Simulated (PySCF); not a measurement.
**[Gd(H2O)3]3+: structure and properties**

What shape and bonds does [Gd(H2O)3]3+ have? It is relaxed from a template within its point group. The species was built from a template and needn't be a known compound.

Computed with PySCF 2.14.0. Level: B3LYP, Gd lcecp-1-SVP with ECP53, O def2-SVP, H def2-SVP; scalar-relativistic core potentials, no spin–orbit coupling.

2 further runs of the same task are left out: 2 for a known fault of the program.

## (1) The system as given

10 atoms, charge 3, spin multiplicity 1.

Bond lengths: Gd1–O2 2.473 Å, Gd1–O5 2.472 Å, Gd1–O8 2.472 Å, O2–H3 0.970 Å, O2–H4 0.970 Å, O5–H6 0.970 Å, O5–H7 0.970 Å, O8–H9 0.970 Å, O8–H10 0.970 Å. Angles: O2–Gd1–O5 120.0°, O2–Gd1–O8 120.0°, O5–Gd1–O8 120.0°, Gd1–O2–H3 127.5°, Gd1–O2–H4 127.5°, H3–O2–H4 105.1°, Gd1–O5–H6 127.5°, Gd1–O5–H7 127.5°, H6–O5–H7 105.1°, Gd1–O8–H9 127.5°, Gd1–O8–H10 127.5°, H9–O8–H10 105.1°.

Coordinates:

```xyz
10
charge 3, multiplicity 1
Gd    0.0000    0.0000    0.0000
O     2.4725    0.0000    0.0000
H     3.0625    0.0000    0.7700
H     3.0625    0.0000   -0.7700
O    -1.2362    2.1412    0.0000
H    -1.5312    2.6522    0.7700
H    -1.5312    2.6522   -0.7700
O    -1.2363   -2.1412    0.0000
H    -1.5313   -2.6522    0.7700
H    -1.5313   -2.6522   -0.7700
```

Formal oxidation states: Gd +3. Each metal's 7 4f electrons lie in its core potential, so multiplicities, spins and levels count the valence alone.

## (2) SCF at the start, singlet

File run.py (the lines that set the calculation):

```python
mol = gto.M(atom='''
Gd     0.00000     0.00000     0.00000
O      2.47250     0.00000     0.00000
H      3.06250     0.00000     0.77000
H      3.06250     0.00000    -0.77000
O     -1.23620     2.14120     0.00000
H     -1.53120     2.65220     0.77000
H     -1.53120     2.65220    -0.77000
O     -1.23630    -2.14120     0.00000
H     -1.53130    -2.65220     0.77000
H     -1.53130    -2.65220    -0.77000''',
    basis={'Gd': 'lcecp-1-SVP', 'O': 'def2-SVP', 'H': 'def2-SVP'},
    ecp={'Gd': 'lcecp-1-SVP'},
    charge=3, spin=0)
mf = dft.RKS(mol, xc='B3LYP')
mf.grids.atom_grid = (50, 194)  # f atoms: unpruned, at least (60, 302)
mf = mf.density_fit()  # fitting sets: Gd AutoAux, O def2-universal-JKFIT, H def2-universal-JKFIT
mf.conv_tol = 1e-08; mf.max_cycle = 55
mf.kernel(dm0)  # dm0: free metal ions and neutral atoms
```

On the command line:

```console
> OMP_NUM_THREADS=2 python run.py
```

The log of the run:

```text
init E= -254.883639911769
  HOMO = -1.30338313125941  LUMO = -0.677739937068584  gap/eV = 17.02462
cycle= 1 E= -262.026569784217  delta_E= -7.14  |g|= 3.21  |ddm|=  3.1
  HOMO = -0.669687445498479  LUMO = -0.575793738839978  gap/eV = 2.55498
cycle= 2 E= -248.053019396088  delta_E=   14  |g|= 6.29  |ddm|= 7.21
  HOMO = -0.917083209524712  LUMO = -0.487713547307706  gap/eV = 11.68374
cycle= 3 E= -263.711185247058  delta_E= -15.7  |g|= 0.83  |ddm|=  6.9
  HOMO = -0.904907121504248  LUMO = -0.668956152849654  gap/eV = 6.42055
cycle= 4 E= -263.922020754807  delta_E= -0.211  |g|= 0.271  |ddm|= 1.33
  HOMO = -0.880945049076021  LUMO = -0.666282340702449  gap/eV = 5.84127
cycle= 5 E= -263.936981324784  delta_E= -0.015  |g|= 0.0309  |ddm|= 0.188
  HOMO = -0.880457099516679  LUMO = -0.666194027500156  gap/eV = 5.83040
cycle= 6 E= -263.93717134751  delta_E= -0.00019  |g|= 0.00397  |ddm|= 0.0218
  HOMO = -0.88055893371109  LUMO = -0.666455956456765  gap/eV = 5.82604
cycle= 7 E= -263.937174483218  delta_E= -3.14e-06  |g|= 0.000509  |ddm|= 0.00425
  HOMO = -0.880498198227713  LUMO = -0.66643308998841  gap/eV = 5.82501
cycle= 8 E= -263.93717453188  delta_E= -4.87e-08  |g|= 0.000205  |ddm|= 0.000504
  HOMO = -0.880498583939239  LUMO = -0.666429784896216  gap/eV = 5.82511
cycle= 9 E= -263.93717453933  delta_E= -7.45e-09  |g|= 4.77e-05  |ddm|= 0.00014
  HOMO = -0.880506130748894  LUMO = -0.666422218768516  gap/eV = 5.82552
Extra cycle  E= -263.937174538751  delta_E= 5.78e-10  |g|= 7.49e-05  |ddm|= 8.67e-05
converged SCF energy = -263.937174538751
```

It took 3.6 s on 2 threads of Arm Neoverse V2, shared host; peak memory 0.65 GiB.

Read off: E = -263.937175 Eh, HOMO -23.96 eV, LUMO -18.13 eV, Mulliken charge on Gd1 +2.07 e. 

## (3) Relaxation, singlet

Steps are kept in the start's point group, D3h.

File run.py (the lines that set the calculation):

```python
mol = gto.M(atom='''
Gd     0.00000     0.00000     0.00000
O      2.47247     0.00001     0.00000
H      3.06250     0.00001     0.77000
H      3.06250     0.00001    -0.77000
O     -1.23624     2.14122     0.00000
H     -1.53126     2.65220     0.77000
H     -1.53126     2.65220    -0.77000
O     -1.23623    -2.14123     0.00000
H     -1.53124    -2.65221     0.77000
H     -1.53124    -2.65221    -0.77000''',
    basis={'Gd': 'lcecp-1-SVP', 'O': 'def2-SVP', 'H': 'def2-SVP'},
    ecp={'Gd': 'lcecp-1-SVP'},
    charge=3, spin=0)
mf = dft.RKS(mol, xc='B3LYP')
mf.grids.atom_grid = (50, 194)  # f atoms: unpruned, at least (60, 302)
mf = mf.density_fit()  # fitting sets: Gd AutoAux, O def2-universal-JKFIT, H def2-universal-JKFIT
mf.conv_tol = 1e-08; mf.max_cycle = 55
mf.kernel(dm0)  # dm0: an SCF of this state at this start
# quasi-Newton relaxation in Cartesian coordinates to a largest gradient under 0.00045 Eh/bohr, steps kept in the point group
```

On the command line:

```console
> OMP_NUM_THREADS=2 python run.py
```

The driver keeps no SCF log for this step, only its results.

Wall time 22 s (2 threads of Arm Neoverse V2, shared host).

Relaxation path:

```tsv
step	energy from step 1 (eV)	largest force component (eV/Å)
1	0.0000	2.2876
2	-0.2149	0.7922
3	-0.3587	0.3574
4	-0.3902	0.3911
5	-0.3969	0.0823
6	-0.3971	0.0034
```

Close pairs (by a distance rule), those that changed most:

```tsv
bond	before (Å)	after (Å)	change (Å)
Gd1–O8	2.472	2.302	-0.171
Gd1–O2	2.472	2.302	-0.171
Gd1–O5	2.472	2.302	-0.171
O8–H9	0.970	0.991	+0.021
O8–H10	0.970	0.991	+0.021
O2–H3	0.970	0.991	+0.021
O2–H4	0.970	0.991	+0.021
O5–H6	0.970	0.991	+0.021
```

It ends in D3h at E = -263.951769 Eh.

```
Gd    0.0000    0.0000    0.0000
O     2.3019    0.0000    0.0000
H     2.9213    0.0000    0.7737
H     2.9213    0.0000   -0.7737
O    -1.1510    1.9935    0.0000
H    -1.4606    2.5299    0.7737
H    -1.4606    2.5299   -0.7737
O    -1.1509   -1.9935    0.0000
H    -1.4606   -2.5299    0.7737
H    -1.4606   -2.5299   -0.7737
```

## (4) Harmonic vibrations

File run.py (the lines that set the calculation):

```python
mol = gto.M(atom='''
Gd     0.00000     0.00000     0.00000
O      2.30190     0.00001     0.00000
H      2.92125     0.00001     0.77371
H      2.92125     0.00001    -0.77371
O     -1.15096     1.99350     0.00000
H     -1.46063     2.52987     0.77371
H     -1.46063     2.52987    -0.77371
O     -1.15094    -1.99351     0.00000
H     -1.46062    -2.52988     0.77371
H     -1.46062    -2.52988    -0.77371''',
    basis={'Gd': 'lcecp-1-SVP', 'O': 'def2-SVP', 'H': 'def2-SVP'},
    ecp={'Gd': 'lcecp-1-SVP'},
    charge=3, spin=0)
mf = dft.RKS(mol, xc='B3LYP')
mf.grids.atom_grid = (50, 194)  # f atoms: unpruned, at least (60, 302)
mf = mf.density_fit()  # fitting sets: Gd AutoAux, O def2-universal-JKFIT, H def2-universal-JKFIT
mf.conv_tol = 1e-10; mf.max_cycle = 55
mf.kernel(dm0)  # dm0: the density of the relaxed state
# Hessian and dipole derivatives by central differences of gradients, 0.02 bohr
```

On the command line:

```console
> OMP_NUM_THREADS=2 python run.py
```

No log is kept here; the results follow.

It took 37 s on 2 threads of Arm Neoverse V2, shared host.

Point group D3h; negative numbers are unstable modes, and those under 60 cm⁻¹ are near the numerical noise:

```tsv
cm⁻¹	km/mol	symmetry
-204	0.0	a1''
-186	0.0	e''
-186	0.0	e''
-50	8.1	a2''
50	5.3	e'
50	5.3	e'
395	0.0	a1'
401	26.5	e'
401	26.5	e'
620	0.0	e''
620	0.0	e''
636	272.8	a2''
643	0.0	a2'
672	573.9	e'
672	573.9	e'
1666	209.1	e'
1666	209.1	e'
1670	0.0	a1'
3522	834.3	e'
3522	834.3	e'
3541	0.0	a1'
3550	0.0	e''
3550	0.0	e''
3553	1258.7	a2''
```

## (5) Displaced along the imaginary mode

Steps are kept in the start's point group, D3.

File run.py (the lines that set the calculation):

```python
mol = gto.M(atom='''
Gd     0.00000     0.00000     0.00000
O      2.30190     0.00001     0.00000
H      2.92125    -0.24999     0.77371
H      2.92125     0.25001    -0.77371
O     -1.15096     1.99350     0.00000
H     -1.24413     2.65487     0.77371
H     -1.67714     2.40487    -0.77371
O     -1.15094    -1.99351     0.00000
H     -1.67712    -2.40488     0.77371
H     -1.24411    -2.65488    -0.77371''',
    basis={'Gd': 'lcecp-1-SVP', 'O': 'def2-SVP', 'H': 'def2-SVP'},
    ecp={'Gd': 'lcecp-1-SVP'},
    charge=3, spin=0)
mf = dft.RKS(mol, xc='B3LYP')
mf.grids.atom_grid = (50, 194)  # f atoms: unpruned, at least (60, 302)
mf = mf.density_fit()  # fitting sets: Gd AutoAux, O def2-universal-JKFIT, H def2-universal-JKFIT
mf.conv_tol = 1e-08; mf.max_cycle = 55
mf.kernel(dm0)  # dm0: an SCF of this state at this start
# quasi-Newton relaxation in Cartesian coordinates to a largest gradient under 0.00045 Eh/bohr, steps kept in the point group
```

On the command line:

```console
> OMP_NUM_THREADS=2 python run.py
```

No log is kept here; the results follow.

It took 1.9 min on 2 threads of Arm Neoverse V2, shared host.

Step by step:

```tsv
step	energy from step 1 (eV)	largest force component (eV/Å)
1	0.0000	1.1354
2	-0.1454	0.1113
3	-0.1527	0.0466
4	-0.1591	0.1867
5	-0.1636	0.2983
6	-0.1725	0.2659
7	-0.1934	0.0390
8	-0.1936	0.5301
9	-0.2107	0.0756
10	-0.2183	0.0765
11	-0.2259	0.1325
12	-0.2316	0.1760
13	-0.2388	0.1479
14	-0.2447	0.0498
15	-0.2459	0.2410
16	-0.2495	0.0193
17	-0.2512	0.0209
18	-0.2520	0.1841
19	-0.2538	0.0114
20	-0.2544	0.0284
21	-0.2546	0.1394
22	-0.2554	0.0291
23	-0.2558	0.0271
24	-0.2562	0.0769
25	-0.2565	0.0079
26	-0.2567	0.0082
27	-0.2569	0.0446
28	-0.2570	0.0054
```

Close pairs (by a distance rule), those that changed most:

```tsv
bond	before (Å)	after (Å)	change (Å)
O5–H6	1.022	0.992	-0.031
O8–H10	1.022	0.992	-0.031
O8–H9	1.022	0.992	-0.031
O2–H3	1.022	0.992	-0.031
O2–H4	1.022	0.992	-0.031
O5–H7	1.022	0.992	-0.031
Gd1–O2	2.302	2.289	-0.013
Gd1–O5	2.302	2.289	-0.013
```

It ends in D3 at E = -263.956869 Eh.

```
Gd    0.0000    0.0000    0.0000
O     2.2892    0.0000    0.0000
H     2.9078   -0.7561    0.1693
H     2.9078    0.7562   -0.1693
O    -1.1446    1.9825    0.0000
H    -0.7991    2.8963    0.1693
H    -2.1088    2.1402   -0.1693
O    -1.1446   -1.9825    0.0000
H    -2.1088   -2.1402    0.1693
H    -0.7991   -2.8963   -0.1693
```

## (6) Frequencies and infrared intensities

File run.py (the lines that set the calculation):

```python
mol = gto.M(atom='''
Gd     0.00000     0.00000     0.00000
O      2.28917     0.00001     0.00000
H      2.90783    -0.75614     0.16929
H      2.90783     0.75616    -0.16929
O     -1.14459     1.98248     0.00000
H     -0.79908     2.89632     0.16929
H     -2.10877     2.14017    -0.16929
O     -1.14458    -1.98249     0.00000
H     -2.10875    -2.14019     0.16929
H     -0.79906    -2.89633    -0.16929''',
    basis={'Gd': 'lcecp-1-SVP', 'O': 'def2-SVP', 'H': 'def2-SVP'},
    ecp={'Gd': 'lcecp-1-SVP'},
    charge=3, spin=0)
mf = dft.RKS(mol, xc='B3LYP')
mf.grids.atom_grid = (50, 194)  # f atoms: unpruned, at least (60, 302)
mf = mf.density_fit()  # fitting sets: Gd AutoAux, O def2-universal-JKFIT, H def2-universal-JKFIT
mf.conv_tol = 1e-10; mf.max_cycle = 55
mf.kernel(dm0)  # dm0: the density of the relaxed state
# Hessian and dipole derivatives by central differences of gradients, 0.02 bohr
```

On the command line:

```console
> OMP_NUM_THREADS=2 python run.py
```

The driver keeps no SCF log for this step, only its results.

Wall time 42 s (2 threads of Arm Neoverse V2, shared host).

Point group D3; negative numbers are unstable modes, and those under 60 cm⁻¹ are near the numerical noise:

```tsv
cm⁻¹	km/mol	symmetry
-18	10.8	a2
73	5.6	e
73	5.6	e
89	0.0	a1
106	0.3	e
106	0.3	e
396	0.0	a1
407	20.3	e
407	20.3	e
611	1.2	a2
645	110.0	e
645	110.0	e
677	40.4	e
677	40.4	e
697	1098.5	a2
1666	212.8	e
1666	212.8	e
1671	0.0	a1
3516	803.4	e
3516	803.4	e
3534	0.0	a1
3544	61.5	a2
3548	644.5	e
3548	644.5	e
```

## (7) Charges, bond orders and levels

Edit run.py (the lines that set the calculation) of step 6 so:

```diff
@@ -15,6 +15,5 @@
 mf = dft.RKS(mol, xc='B3LYP')
-mf.grids.atom_grid = (50, 194)  # f atoms: unpruned, at least (60, 302)
+mf.grids.atom_grid = (75, 302)  # f atoms: unpruned, at least (60, 302)
 mf = mf.density_fit()  # fitting sets: Gd AutoAux, O def2-universal-JKFIT, H def2-universal-JKFIT
-mf.conv_tol = 1e-10; mf.max_cycle = 55
+mf.conv_tol = 1e-09; mf.max_cycle = 55
 mf.kernel(dm0)  # dm0: the density of the relaxed state
-# Hessian and dipole derivatives by central differences of gradients, 0.02 bohr
```

On the command line:

```console
> OMP_NUM_THREADS=2 python run.py
```

The log of the run:

```text
init E= -263.956864279785
  HOMO = -0.911217896094138  LUMO = -0.63820739186866  gap/eV = 7.42899
cycle= 1 E= -263.956864279975  delta_E= -1.9e-10  |g|= 2.89e-05  |ddm|= 7.3e-05
  HOMO = -0.911212364085436  LUMO = -0.638213907913581  gap/eV = 7.42867
Extra cycle  E= -263.956864279777  delta_E= 1.98e-10  |g|= 4.45e-05  |ddm|= 5.64e-05
converged SCF energy = -263.956864279777
```

Wall time 15 s (2 threads of Arm Neoverse V2, shared host).

Result: E = -263.956864 Eh, HOMO -24.80 eV, LUMO -17.37 eV, Mulliken charge on Gd1 +1.95 e, largest force component 0.005 eV/Å. 

Löwdin charges:

```tsv
atom	value (e)
Gd1	1.66
O2	0.02
H3	0.21
H4	0.21
O5	0.02
H6	0.21
H7	0.21
O8	0.02
H9	0.21
H10	0.21
```

Mulliken charges: Gd1 +1.95, O2 -0.31, H3 +0.33, H4 +0.33, O5 -0.31, H6 +0.33, H7 +0.33, O8 -0.31, H9 +0.33, H10 +0.33 e.

Contacts (the nearest donor of each ligand) and Mayer bond orders:

```tsv
contact	distance (Å)	bond order
Gd1–O2 (H2O)	2.289	0.60
Gd1–O5 (H2O)	2.289	0.60
Gd1–O8 (H2O)	2.289	0.60
```

Mulliken populations of Gd1 outside the core potential: s 2.13, p 6.16, d 0.72, f 0.04.

The fields below are evaluated on a grid from the run's orbitals.

Frontier orbitals at B3LYP, with the share of their density that lies nearest to each atom:

```tsv
orbital	energy (eV)	lies on
HOMO	-24.80	O2, O5, O8 about 28 % each
LUMO	-17.37	Gd1 90 %
```

ELF in a plane through or near 10 of the atoms.

Ten even steps from '0' (0.00) to '9' (0.96):
```
0000000000000000000000000000
0000000000000000000000000000
0000000000000000000000000000
0000000000464000000000000000
0000000001899410000000000000
0000004655898300000000000000
0000018999357200000044100000
0000006888687100002599710000
0000000112433786036899710000
0000000000058128266656100000
0000000000068338347799830000
0000000000113687113489850000
0000000134687410000035300000
0000002899816630000000000000
0000002899789851000000000000
0000000243279982000000000000
0000000000047630000000000000
0000000000000000000000000000
0000000000000000000000000000
0000000000000000000000000000
```
The map spans 11.1 Å across and 11.1 Å up, centred on the molecule. Atoms in the plane (x, y in Å): Gd1 (0.0, 0.0), O2 (2.3, 0.2), H3 (2.8, 1.0), H4 (3.0, -0.5), O5 (-1.0, -2.1), H6 (-0.5, -3.0), H7 (-1.9, -2.3), O8 (-1.3, 1.9), H9 (-2.3, 2.0), H10 (-1.0, 2.8).

log10 of the density (e/Å³) in the same plane.

Ten even steps from '0' (-4.0) to '9' (2.4):
```
0000000000000000000000000000
0000000000000000000000000000
0000000000000000000000000000
0000000012332210000000000000
0000001234554321000000000000
0000013455665431100000000000
0000023566776432222233210000
0000023456776444334454320000
0000002344555665456666431000
0000000123456666567976431000
0000000122456666556666531000
0000000233455665444555431000
0000001345666544323333210000
0000002456777543211111000000
0000002355666543100000000000
0000001234455543100000000000
0000000012233331000000000000
0000000000011100000000000000
0000000000000000000000000000
0000000000000000000000000000
```
The map spans 11.1 Å across and 11.1 Å up, centred on the molecule. Atoms in the plane (x, y in Å): Gd1 (0.0, 0.0), O2 (2.3, 0.2), H3 (2.8, 1.0), H4 (3.0, -0.5), O5 (-1.0, -2.1), H6 (-0.5, -3.0), H7 (-1.9, -2.3), O8 (-1.3, 1.9), H9 (-2.3, 2.0), H10 (-1.0, 2.8).

On the surface of density 0.002 e/bohr³ the electrostatic potential runs, from the 1st to the 99th percentile, from 12.54 to 21.09 V.

## (8) Summary of results

| quantity | value |
| --- | --- |
| state and point group | singlet in the valence, D3 |
| first geometry: modes | -204 to 3553 cm⁻¹, 4 unstable |
| first geometry: strongest infrared band (modes within 1.5 cm⁻¹ summed) | 3522 cm⁻¹ (1669 km/mol) |
| modes | -18 to 3548 cm⁻¹, none unstable |
| strongest infrared band (modes within 1.5 cm⁻¹ summed) | 3516 cm⁻¹ (1607 km/mol) |
| zero-point energy | 1.973 eV |
| metal–ligand contacts | 2.29 Å |
| frontier levels | HOMO -24.80 eV, LUMO -17.37 eV |
| dipole about the centre of mass | 0.00 D |
| mean polarisability | 4.9 Å³ |

What this shows: At the first geometry 4 modes are unstable, so this structure is a saddle point; the molecule was then pushed along the lowest one and relaxed again. All modes are real within the noise of the softest ones, so a minimum is likely but not shown. The metal carries +1.66 e by Löwdin's partition against a formal +3, and bond orders to the nearest donors reach 0.60. Both measures hang on the basis. Leaving the first, D3h structure gained 0.14 eV and gave D3. One start shape was tried, so another isomer may lie lower. These are double-zeta-type bases without diffuse functions. Spin–orbit coupling is left out.
